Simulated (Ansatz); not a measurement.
**CuHO (singlet): density functionals in def2-TZVPP**

What do functionals of several rungs give for CuHO (singlet)?

Method: def2-TZVPP, all electrons in the functionals, frozen cores in the correlation of double hybrids and RPA; program: Ansatz 0.2.0, Gaussian basis.

To be run: PBE, r2SCAN, PBE0, B3LYP, wB97M-V, B2PLYP, PBE-QIDH, RKS PBE0, RPA-PBE.

1 further run of the same task is left out (for a known fault of the program).

**1. The system**

The geometry is a PBE0/def2-TZVP stationary point (not a proven minimum).

3 atoms, charge 0, spin multiplicity 1.

Atoms are counted from 1 here; the program's logs count them from 0.

Bond lengths: Cu1–O2 1.785 Å, O2–H3 0.961 Å. Angles: Cu1–O2–H3 109.0°.

Geometry (Å):

```
Cu    0.00000    0.01466    0.38067
O     0.00000   -0.10727   -1.40019
H     0.00000    0.77850   -1.77402
```

No dispersion term is added; wB97M-V holds VV10 nonlocal correlation. B3LYP takes the VWN-RPA correlation.

**2. PBE (unrestricted)**

File in.yaml:

```yaml
crystal:
  periodic: [false, false, false]
  atoms:
    - {symbol: Cu, position_ang: [0.000000, 0.014661, 0.380674]}
    - {symbol: O, position_ang: [0.000000, -0.107274, -1.400192]}
    - {symbol: H, position_ang: [0.000000, 0.778503, -1.774019]}
basis:
  gaussian: {orbitals: def2-TZVPP}
magnetization: {spin_polarized: true, initial_magnetization: 0}
hamiltonian: {xc: {name: PBE}}
output: {orbitals: {seedname: orbitals}}
```

On the command line:

```bash
ansatz run in.yaml --threads 1 --pin off --events-out ev --progress --plain --max-ram 2816MiB --backend cpu
```

Standard output:

```text
Functional definition: PBE
  name "PBE"
  cite "Perdew, Burke & Ernzerhof, Phys. Rev. Lett. 77, 3865 (1996) doi:10.1103/PhysRevLett.77.3865"
  parent pbe
  parameter kappa = 0.804
  parameter beta = 0.06672455060314922
  exchange = pbe_x(kappa = kappa, mu = beta*pi^2/3)
  correlation = pbe_c(beta = beta)
715 factors; their error is unknown
mean field evaluation 1: about -46685.2057 eV, gradient 6.1e1 eV
mean field evaluation 2: about -46438.9022 eV, gradient 2.9e2 eV
mean field evaluation 4: about -46690.0214 eV, gradient 5.4e1 eV
mean field evaluation 8: about -46696.1240 eV, gradient 9.2e-2 eV
mean field evaluation 16: about -46696.0953 eV, gradient 5.5e-6 eV
mean field evaluation 32: about -46695.7686 eV, gradient 1.9e0 eV
mean field -46696.09526273 eV, -1716.0498491550 hartree, gradient 5.6e-6 eV, S^2 0.000000; 5 other end points of the search recorded, 0 dependent functions left out
reference -46696.09530081 eV, -1716.0498505545 hartree; 19, 19 occupied and 90, 90 virtual orbitals, 715 factors
Total energy: -46696.09530081 eV, -1716.0498505545 hartree
```

Wall time 4.9 s (1 thread of AMD EPYC 7R13, shared host).

From the report: ⟨S²⟩ of the determinant 0.000 (pure singlet: 0.00).

**3. r2SCAN (unrestricted)**

Changes to in.yaml since step 2:

```diff
@@ -9,3 +9,2 @@
 magnetization: {spin_polarized: true, initial_magnetization: 0}
-hamiltonian: {xc: {name: PBE}}
-output: {orbitals: {seedname: orbitals}}
+hamiltonian: {xc: {name: r2SCAN}}
```

Same command.

Standard output:

```text
Functional definition: r2SCAN
  name "r2SCAN"
  cite "Furness, Kaplan, Ning, Perdew & Sun, J. Phys. Chem. Lett. 11, 8208 (2020) doi:10.1021/acs.jpclett.0c02405"
  cite "Furness, Kaplan, Ning, Perdew & Sun, J. Phys. Chem. Lett. 11, 9248 (2020) doi:10.1021/acs.jpclett.0c03077"
  parent r2scan
  parameter k0 = 0.174
  parameter k1 = 0.065
  parameter a1 = 4.9479
  exchange = r2scan_x(k0 = k0, k1 = k1, a1 = a1)
  correlation = r2scan_c
715 factors; their error is unknown
mean field evaluation 1: about -46693.0148 eV, gradient 6.1e1 eV
mean field evaluation 2: about -46464.0131 eV, gradient 3.0e2 eV
mean field evaluation 4: about -46699.1909 eV, gradient 4.4e1 eV
mean field evaluation 8: about -46703.3343 eV, gradient 4.8e-2 eV
mean field evaluation 16: about -46703.3066 eV, gradient 8.1e-6 eV
mean field -46703.30658059 eV, -1716.3148601986 hartree, gradient 8.2e-6 eV, S^2 0.000000; 2 other end points of the search recorded, 0 dependent functions left out
reference -46703.30659588 eV, -1716.3148607603 hartree; 19, 19 occupied and 90, 90 virtual orbitals, 715 factors
Total energy: -46703.30659588 eV, -1716.3148607603 hartree
```

It took 5 s on 1 thread of AMD EPYC 7R13, shared host.

From the report: ⟨S²⟩ of the determinant 0.000 (pure singlet: 0.00).

**4. PBE0 (unrestricted)**

Changes to in.yaml since step 3:

```diff
@@ -9,2 +9,3 @@
 magnetization: {spin_polarized: true, initial_magnetization: 0}
-hamiltonian: {xc: {name: r2SCAN}}
+hamiltonian: {xc: {name: PBE0}}
+output: {orbitals: {seedname: orbitals}}
```

Launched as before.

Standard output:

```text
Functional definition: PBE0
  name "PBE0"
  cite "Adamo & Barone, J. Chem. Phys. 110, 6158 (1999) doi:10.1063/1.478522"
  cite "Perdew, Burke & Ernzerhof, Phys. Rev. Lett. 77, 3865 (1996) doi:10.1103/PhysRevLett.77.3865"
  parent pbe
  parameter a = 0.25
  parameter kappa = 0.804
  parameter beta = 0.06672455060314922
  exchange = (1 - a)*pbe_x(kappa = kappa, mu = beta*pi^2/3) + a*exact_x
  correlation = pbe_c(beta = beta)
813 factors; their error is unknown
mean field evaluation 1: about -46686.8032 eV, gradient 5.9e1 eV
mean field evaluation 2: about -46574.7329 eV, gradient 2.2e2 eV
mean field evaluation 4: about -46694.8204 eV, gradient 2.0e1 eV
mean field evaluation 8: about -46695.7564 eV, gradient 3.5e-2 eV
mean field evaluation 16: about -46695.7998 eV, gradient 1.4e-5 eV
mean field -46695.79984854 eV, -1716.0389928840 hartree, gradient 1.4e-5 eV, S^2 0.000000; 2 other end points of the search recorded, 0 dependent functions left out
reference -46695.79987557 eV, -1716.0389938773 hartree; 19, 19 occupied and 90, 90 virtual orbitals, 813 factors
Total energy: -46695.79987557 eV, -1716.0389938773 hartree
```

Wall time 3.5 s (1 thread of AMD EPYC 7R13, shared host); peak memory 0.26 GiB.

From the report: ⟨S²⟩ of the determinant 0.000 (pure singlet: 0.00).

**5. B3LYP (unrestricted)**

Changes to in.yaml since step 4:

```diff
@@ -9,3 +9,2 @@
 magnetization: {spin_polarized: true, initial_magnetization: 0}
-hamiltonian: {xc: {name: PBE0}}
-output: {orbitals: {seedname: orbitals}}
+hamiltonian: {xc: {name: B3LYP}}
```

The command is unchanged.

Standard output:

```text
Functional definition: B3LYP
  name "B3LYP"
  cite "Stephens, Devlin, Chabalowski & Frisch, J. Phys. Chem. 98, 11623 (1994) doi:10.1021/j100096a001"
  cite "Becke, Phys. Rev. A 38, 3098 (1988) doi:10.1103/PhysRevA.38.3098"
  cite "Lee, Yang & Parr, Phys. Rev. B 37, 785 (1988) doi:10.1103/PhysRevB.37.785"
  cite "Vosko, Wilk & Nusair, Can. J. Phys. 58, 1200 (1980) doi:10.1139/p80-159"
  parameter a0 = 0.2
  parameter ax = 0.72
  parameter ac = 0.81
  exchange = (1 - a0 - ax)*slater_x + ax*b88_x + a0*exact_x
  correlation = (1 - ac)*vwn_rpa_c + ac*lyp_c
783 factors; their error is unknown
mean field evaluation 1: about -46696.3145 eV, gradient 6.0e1 eV
mean field evaluation 2: about -46548.1870 eV, gradient 2.4e2 eV
mean field evaluation 4: about -46704.8248 eV, gradient 2.4e1 eV
mean field evaluation 8: about -46706.1268 eV, gradient 3.5e-2 eV
mean field evaluation 16: about -46706.1556 eV, gradient 1.2e-5 eV
mean field -46706.15559490 eV, -1716.4195595432 hartree, gradient 1.2e-5 eV, S^2 0.000000; 2 other end points of the search recorded, 0 dependent functions left out
reference -46706.15578749 eV, -1716.4195666208 hartree; 19, 19 occupied and 90, 90 virtual orbitals, 783 factors
Total energy: -46706.15578749 eV, -1716.4195666208 hartree
```

Run time: 3.9 s. Hardware: 1 thread of AMD EPYC 7R13, shared host; peak memory 0.27 GiB.

From the report: ⟨S²⟩ of the determinant 0.000 (pure singlet: 0.00).

**6. wB97M-V (unrestricted)**

Changes to in.yaml since step 5:

```diff
@@ -9,2 +9,3 @@
 magnetization: {spin_polarized: true, initial_magnetization: 0}
-hamiltonian: {xc: {name: B3LYP}}
+hamiltonian: {xc: {name: wB97M-V}}
+output: {orbitals: {seedname: orbitals}}
```

Same command.

Standard output:

```text
Functional definition: wB97M-V
  name "wB97M-V"
  cite "Mardirossian & Head-Gordon, J. Chem. Phys. 144, 214110 (2016) doi:10.1063/1.4952647"
  cite "Becke, J. Chem. Phys. 107, 8554 (1997) doi:10.1063/1.475007"
  cite "Vydrov & Van Voorhis, J. Chem. Phys. 133, 244103 (2010) doi:10.1063/1.3521275"
  # Of w^i u^j: cxij and so on, Table III.
  parameter omega = 0.3/bohr
  parameter cx = 0.15
  parameter cx01 = 1.007
  parameter cx10 = 0.259
  parameter css00 = 0.443
  parameter css04 = -1.437
  parameter css10 = -4.535
  parameter css20 = -3.390
  parameter css43 = 4.278
  parameter cos00 = 1.000
  parameter cos10 = 1.358
  parameter cos20 = 2.924
  parameter cos21 = -8.812
  parameter cos60 = -1.390
  parameter cos61 = 9.142
  parameter b = 6.0
  parameter c = 0.01
  gx(w, u) = 1 - cx + cx01*u + cx10*w
  gss(w, u) = css00 + css04*u^4 + css10*w + css20*w^2 + css43*w^4*u^3
  gos(w, u) = cos00 + cos10*w + (cos20 + cos21*u)*w^2 + (cos60 + cos61*u)*w^6
  exchange = spin_sum(e_x_unif_sr(omega)*gx(b97_w, b97_u_x)) + cx*exact_x_sr(omega) + exact_x_lr(omega)
  correlation = spin_sum(e_c_pw_mod_same_spin*gss(b97_w, b97_u_same))
      + integral(e_c_pw_mod_opposite_spin*gos(b97_w_opposite, b97_u_opposite)) + vv10(b, c)
759 factors; their error is unknown
117 factors; integrals over basis functions are off by at most 2.9e-5 eV
mean field evaluation 1: about -46694.6797 eV, gradient 5.3e1 eV
mean field evaluation 2: about -46670.9643 eV, gradient 1.3e2 eV
mean field evaluation 4: about -46701.5309 eV, gradient 5.9e0 eV
mean field evaluation 8: about -46701.6193 eV, gradient 1.2e-1 eV
mean field evaluation 16: about -46701.6195 eV, gradient 1.6e-4 eV
mean field -46701.61945735 eV, -1716.2528595629 hartree, gradient 1.0e-5 eV, S^2 0.000000; 1 other end points of the search recorded, 0 dependent functions left out
reference -46701.61950044 eV, -1716.2528611466 hartree; 19, 19 occupied and 90, 90 virtual orbitals, 759 factors
Total energy: -46701.61950044 eV, -1716.2528611466 hartree
```

Run time: 14 s. Hardware: 1 thread of AMD EPYC 7R13, shared host; peak memory 0.39 GiB.

From the report: ⟨S²⟩ of the determinant 0.000 (pure singlet: 0.00).

**7. B2PLYP (unrestricted)**

Changes to in.yaml since step 6:

```diff
@@ -9,3 +9,3 @@
 magnetization: {spin_polarized: true, initial_magnetization: 0}
-hamiltonian: {xc: {name: wB97M-V}}
-output: {orbitals: {seedname: orbitals}}
+hamiltonian: {xc: {name: B2PLYP}}
+correlation: {electrons: outside_noble_gas}
```

Same command.

Standard output:

```text
Functional definition: B2PLYP
  name "B2PLYP"
  cite "Grimme, J. Chem. Phys. 124, 034108 (2006) doi:10.1063/1.2148954"
  cite "Becke, Phys. Rev. A 38, 3098 (1988) doi:10.1103/PhysRevA.38.3098"
  cite "Lee, Yang & Parr, Phys. Rev. B 37, 785 (1988) doi:10.1103/PhysRevB.37.785"
  parameter a = 0.53
  parameter c = 0.27
  exchange = (1 - a)*b88_x + a*exact_x
  correlation = (1 - c)*lyp_c + c*(mp2_os + mp2_ss)
734 factors; integrals over basis functions are off by at most 9.9e-4 eV
mean field evaluation 1: about -46681.5046 eV, gradient 5.6e1 eV
mean field evaluation 2: about -46681.5491 eV, gradient 5.6e1 eV
mean field evaluation 4: about -46688.6193 eV, gradient 1.3e1 eV
mean field evaluation 8: about -46689.0805 eV, gradient 3.7e-1 eV
mean field evaluation 16: about -46689.0813 eV, gradient 1.2e-3 eV
mean field evaluation 32: about -46689.0708 eV, gradient 9.2e-1 eV
mean field evaluation 64: about -46689.0759 eV, gradient 2.7e-1 eV
mean field -46689.08126965 eV, -1715.7920896636 hartree, gradient 4.1e-6 eV, S^2 0.000000; 4 other end points of the search recorded, 0 dependent functions left out
10 core orbitals not correlated: weight in the atoms' cores, before any rotation towards them, 1.000 or more for the frozen orbitals, at most 0.000 for the correlated occupied ones
reference -46689.08138791 eV, -1715.7920940098 hartree; 9, 9 occupied and 90, 90 virtual orbitals, 734 factors
second order -25.35968287 eV of doubles, -0.00000000 eV of singles
Total energy: -46695.92850229 eV, -1716.0437208220 hartree
```

Wall time 10 s (1 thread of AMD EPYC 7R13, shared host); peak memory 0.36 GiB.

From the report: ⟨S²⟩ of the determinant 0.000 (pure singlet: 0.00).

**8. PBE-QIDH (unrestricted)**

Changes to in.yaml since step 7:

```diff
@@ -9,3 +9,3 @@
 magnetization: {spin_polarized: true, initial_magnetization: 0}
-hamiltonian: {xc: {name: B2PLYP}}
+hamiltonian: {xc: {name: PBE-QIDH}}
 correlation: {electrons: outside_noble_gas}
```

Launched as before.

Standard output:

```text
Functional definition: PBE-QIDH
  name "PBE-QIDH"
  cite "Brémond, Sancho-García, Pérez-Jiménez & Adamo, J. Chem. Phys. 141, 031101 (2014) doi:10.1063/1.4890314"
  cite "Perdew, Burke & Ernzerhof, Phys. Rev. Lett. 77, 3865 (1996) doi:10.1103/PhysRevLett.77.3865"
  parameter a = 3^(-1/3)
  parameter c = 1/3
  exchange = (1 - a)*pbe_x + a*exact_x
  correlation = (1 - c)*pbe_c + c*(mp2_os + mp2_ss)
734 factors; integrals over basis functions are off by at most 9.9e-4 eV
mean field evaluation 1: about -46674.2312 eV, gradient 5.5e1 eV
mean field evaluation 2: about -46674.2330 eV, gradient 5.5e1 eV
mean field evaluation 4: about -46680.4885 eV, gradient 1.0e1 eV
mean field evaluation 8: about -46680.7973 eV, gradient 1.2e-1 eV
mean field evaluation 16: about -46680.7976 eV, gradient 2.6e-4 eV
mean field -46680.79760915 eV, -1715.4876707552 hartree, gradient 3.5e-6 eV, S^2 0.000000; 2 other end points of the search recorded, 0 dependent functions left out
10 core orbitals not correlated: weight in the atoms' cores, before any rotation towards them, 1.000 or more for the frozen orbitals, at most 0.000 for the correlated occupied ones
reference -46680.79761913 eV, -1715.4876711219 hartree; 9, 9 occupied and 90, 90 virtual orbitals, 734 factors
second order -23.30500160 eV of doubles, -0.00000000 eV of singles
Total energy: -46688.56595300 eV, -1715.7731521260 hartree
```

It took 5.5 s on 1 thread of AMD EPYC 7R13, shared host; peak memory 0.27 GiB.

From the report: ⟨S²⟩ of the determinant 0.000 (pure singlet: 0.00).

**9. PBE0 (restricted)**

Changes to in.yaml since step 8:

```diff
@@ -8,4 +8,2 @@
   gaussian: {orbitals: def2-TZVPP}
-magnetization: {spin_polarized: true, initial_magnetization: 0}
-hamiltonian: {xc: {name: PBE-QIDH}}
-correlation: {electrons: outside_noble_gas}
+hamiltonian: {xc: {name: PBE0}}
```

The command is unchanged.

Standard output:

```text
Functional definition: PBE0
  name "PBE0"
  cite "Adamo & Barone, J. Chem. Phys. 110, 6158 (1999) doi:10.1063/1.478522"
  cite "Perdew, Burke & Ernzerhof, Phys. Rev. Lett. 77, 3865 (1996) doi:10.1103/PhysRevLett.77.3865"
  parent pbe
  parameter a = 0.25
  parameter kappa = 0.804
  parameter beta = 0.06672455060314922
  exchange = (1 - a)*pbe_x(kappa = kappa, mu = beta*pi^2/3) + a*exact_x
  correlation = pbe_c(beta = beta)
813 factors; their error is unknown
mean field evaluation 1: about -46686.8032 eV, gradient 8.3e1 eV
mean field evaluation 2: about -46574.7329 eV, gradient 3.1e2 eV
mean field evaluation 4: about -46694.8204 eV, gradient 2.9e1 eV
mean field evaluation 8: about -46695.7564 eV, gradient 4.9e-2 eV
mean field evaluation 16: about -46695.7998 eV, gradient 5.7e-5 eV
mean field -46695.79984867 eV, -1716.0389928888 hartree, gradient 5.7e-5 eV, S^2 0.000000; 0 other end points of the search recorded, 0 dependent functions left out
reference -46695.79987570 eV, -1716.0389938821 hartree; 19, 19 occupied and 90, 90 virtual orbitals, 813 factors
Total energy: -46695.79987570 eV, -1716.0389938821 hartree
```

It took 1.6 s on 1 thread of AMD EPYC 7R13, shared host.

**10. RPA-PBE**

Changes to in.yaml since step 9:

```diff
@@ -8,2 +8,4 @@
   gaussian: {orbitals: def2-TZVPP}
-hamiltonian: {xc: {name: PBE0}}
+magnetization: {spin_polarized: true, initial_magnetization: 0}
+hamiltonian: {xc: {name: PBE}}
+correlation: {method: rpa, electrons: outside_noble_gas}
```

Launched as before.

Standard output:

```text
Functional definition: PBE
  name "PBE"
  cite "Perdew, Burke & Ernzerhof, Phys. Rev. Lett. 77, 3865 (1996) doi:10.1103/PhysRevLett.77.3865"
  parent pbe
  parameter kappa = 0.804
  parameter beta = 0.06672455060314922
  exchange = pbe_x(kappa = kappa, mu = beta*pi^2/3)
  correlation = pbe_c(beta = beta)
734 factors; integrals over basis functions are off by at most 9.9e-4 eV
mean field evaluation 1: about -46685.1798 eV, gradient 6.1e1 eV
mean field evaluation 2: about -46685.1784 eV, gradient 6.1e1 eV
mean field evaluation 4: about -46687.4474 eV, gradient 5.2e1 eV
mean field evaluation 8: about -46696.0955 eV, gradient 4.2e-1 eV
mean field evaluation 16: about -46696.0953 eV, gradient 2.5e-5 eV
mean field evaluation 32: about -46695.5055 eV, gradient 1.5e1 eV
mean field evaluation 64: about -46655.9045 eV, gradient 5.7e1 eV
mean field -46696.09525062 eV, -1716.0498487101 hartree, gradient 3.6e-6 eV, S^2 0.000000; 5 other end points of the search recorded, 0 dependent functions left out
10 core orbitals not correlated: weight in the atoms' cores, before any rotation towards them, 1.000 or more for the frozen orbitals, at most 0.000 for the correlated occupied ones
reference -46649.28653136 eV, -1714.3296600053 hartree; 9, 9 occupied and 90, 90 virtual orbitals, 734 factors
Total energy: -46676.74770659 eV, -1715.3388395813 hartree
```

Run time: 7.5 s. Hardware: 1 thread of AMD EPYC 7R13, shared host; peak memory 0.26 GiB.

From the report: ⟨S²⟩ of the determinant 0.000 (pure singlet: 0.00).

**11. Side by side**

```csv
functional,energy (eV),⟨S²⟩,time
PBE,-46696.0953,0.000,4.9 s
r2SCAN,-46703.3066,0.000,5 s
PBE0,-46695.7999,0.000,3.5 s
B3LYP,-46706.1558,0.000,3.9 s
wB97M-V,-46701.6195,0.000,14 s
B2PLYP,-46695.9285,0.000,10 s
PBE-QIDH,-46688.5660,0.000,5.5 s
RKS PBE0,-46695.7999,0.000,1.6 s
RPA-PBE,-46676.7477,0.000,7.5 s
```

Orbital levels of the runs that wrote orbitals: PBE HOMO -5.20, LUMO -3.55 eV; PBE0 HOMO -6.71, LUMO -2.52 eV; wB97M-V HOMO -9.16, LUMO -0.88 eV.

**12. Outcome**

| quantity | value |
| --- | --- |
| spread of total energies | 29.4 eV |
| quickest, slowest | RKS PBE0 1.6 s, wB97M-V 14 s |

In words: Total energies of different functionals can't be ranked; only differences within one functional count.
